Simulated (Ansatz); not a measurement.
# C3H8Si2: the cost of one run

All numbers below are computed with Ansatz 0.2.0 (UKS PBE/6-31G*).

### Step 1. Starting point

Bond lengths: C1–C2 1.139 Å, C2–C3 1.454 Å, C3–Si4 1.956 Å, C3–Si5 1.872 Å, C1–H6 1.137 Å, C3–H7 1.102 Å, Si4–H8 1.484 Å, Si4–H9 1.415 Å, Si4–H10 1.535 Å, Si5–H11 1.523 Å, Si5–H12 1.448 Å, Si5–H13 1.428 Å. Angles (14 of 20 angles, heavy atoms first): C1–C2–C3 179.5°, C2–C3–Si4 114.4°, C2–C3–Si5 115.3°, Si4–C3–Si5 103.3°, C2–C1–H6 177.0°, C2–C3–H7 111.1°, Si4–C3–H7 103.5°, Si5–C3–H7 108.2°, C3–Si4–H8 109.2°, C3–Si4–H9 113.2°, C3–Si4–H10 108.4°, C3–Si5–H11 111.1°, C3–Si5–H12 109.3°, C3–Si5–H13 112.3°.

As a file:

```xyz
13

C    -2.1135    1.6130   -0.0031
C    -1.1729    1.0118   -0.2271
C     0.0205    0.2344   -0.5180
Si    1.4970    0.5204    0.7324
Si   -0.2109   -1.6234   -0.4952
H    -3.0429    2.2451    0.1701
H     0.4507    0.5163   -1.4927
H     1.8312    1.9661    0.7695
H     2.6593   -0.2140    0.3987
H     1.0303    0.1079    2.1355
H    -0.6809   -2.1010    0.8727
H    -1.2254   -1.9904   -1.4605
H     0.9778   -2.3209   -0.8674
```

### Step 2. Preparing the start

input.yaml

```yaml
crystal:
  periodic: [false, false, false]
  atoms:
    - { symbol: C, position_ang: [-2.1135, 1.613, -0.0031] }
    - { symbol: C, position_ang: [-1.1729, 1.0118, -0.2271] }
    - { symbol: C, position_ang: [0.0205, 0.2344, -0.518] }
    - { symbol: Si, position_ang: [1.497, 0.5204, 0.7324] }
    - { symbol: Si, position_ang: [-0.2109, -1.6234, -0.4952] }
    - { symbol: H, position_ang: [-3.0429, 2.2451, 0.1701] }
    - { symbol: H, position_ang: [0.4507, 0.5163, -1.4927] }
    - { symbol: H, position_ang: [1.8312, 1.9661, 0.7695] }
    - { symbol: H, position_ang: [2.6593, -0.214, 0.3987] }
    - { symbol: H, position_ang: [1.0303, 0.1079, 2.1355] }
    - { symbol: H, position_ang: [-0.6809, -2.101, 0.8727] }
    - { symbol: H, position_ang: [-1.2254, -1.9904, -1.4605] }
    - { symbol: H, position_ang: [0.9778, -2.3209, -0.8674] }
magnetization:
  spin_polarized: true
basis:
  gaussian: { orbitals: "6-31G*" }
hamiltonian:
  xc: pbe
relax:
  f_tol: 0.02
  max_steps: 40
```

Launch:

```sh
ansatz run input.yaml --threads 2 --pin off --max-ram 3072MiB --backend cpu --events-out ev --progress --plain --runs-dir out
```

**Question.** How long does this run take on 2 threads of Arm Neoverse N1, shared host, and how much memory does it need?

About 53 s, with a peak of 0.17 GiB.
